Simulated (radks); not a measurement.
**Cs⁴⁺ in [Kr] 4d10 5s2 5p3: an all-electron calculation**

Wanted: eigenvalues, radial structure and energy terms of the caesium ion Cs4+.

Program: radks (a radial shooting solver on a logarithmic mesh, Libxc functionals) version 1. Level of theory: scalar-relativistic Kohn-Sham, BLYP, spin-polarised, spherical densities, point nucleus; open shells are filled with parallel spins first. These are calculated values, not measurements, unless marked.

## 1. What is computed

```
element       : caesium (Z = 55)
charge        : +4
electrons     : 51
configuration : [Kr] 4d10 5s2 5p3
```

The outer shells:

Cs⁴⁺
```
[Kr] core
4d [↑↓][↑↓][↑↓][↑↓][↑↓]
5s [↑↓]
5p [↑ ][↑ ][↑ ]
```

## 2. The calculation

The run's settings:

```text
Z 55
configuration [Kr] 4d10 5s2 5p3
relativity scalar-relativistic
functional b88,lyp
spin polarised
nucleus point
c 137.035999084
```

Q: Predict the outcome of this run.

The runs gave:

```
                        quantity                   value
                    total energy      -7783.7979 hartree
exchange-correlation share of it                  2.46 %
                            −T/E                  1.0537
          highest occupied level       5p up, -51.827 eV
    most extended occupied level  5p up, <r> = 1.85 bohr
 radius at density 0.001 e/bohr³               3.41 bohr
    maxima of the radial density                       4
         ionisation energy, NIST          56 (theory) eV
```

What this shows: 5 principal shells are occupied and 4 maxima appear in the radial density; where shells overlap, one shows as a shoulder or not at all. −T/E is 1.054: with relativity the kinetic term as defined here no longer equals −E. Minus the highest eigenvalue, 51.827 eV, is 93 % of the tabulated ionisation energy (56 eV). Open shells are spherical and high-spin; term and fine-structure splittings are not resolved. Spin-orbit splitting is averaged out at the scalar-relativistic level.
